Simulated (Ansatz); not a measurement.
# AsH2O: the cost of one run

Program: Ansatz 0.2.0. Level of theory: UKS PBE-D4/def2-SVP. These are calculated values, not measurements.

### Step 1. The system as given

Bond lengths: O1–As2 1.795 Å, O1–H3 0.956 Å, As2–H4 1.501 Å. Angles: O1–As2–H4 91.3°, As2–O1–H3 111.5°.

Coordinates:

```xyz
4

O    -0.2296   -0.7289    0.3297
As    0.5739    0.7336   -0.3313
H     0.4092   -1.3775    0.6224
H    -0.7535    1.3728   -0.6208
```

### Step 2. End point A

File input.yaml:

```yaml
crystal:
  periodic: [false, false, false]
  atoms:
    - { symbol: O, position_ang: [-0.22963, -0.72894, 0.32971] }
    - { symbol: As, position_ang: [0.57394, 0.7336, -0.33132] }
    - { symbol: H, position_ang: [0.40917, -1.37746, 0.6224] }
    - { symbol: H, position_ang: [-0.75348, 1.3728, -0.62078] }
magnetization:
  spin_polarized: true
  initial_magnetization: 1
basis:
  gaussian: { orbitals: def2-SVP }
hamiltonian:
  xc: pbe
  dispersion: d4
relax:
  f_tol: 0.02
  max_steps: 50
```

Command:

```bash
$ ansatz run input.yaml --threads 1 --pin off --max-ram 2048MiB --backend cpu --events-out ev --progress --plain --runs-dir out
```

**Question.** How long does this run take on 1 thread of Arm Neoverse V2, shared host, and how much memory does it need?

About 9.8 s, with a peak of 0.11 GiB.
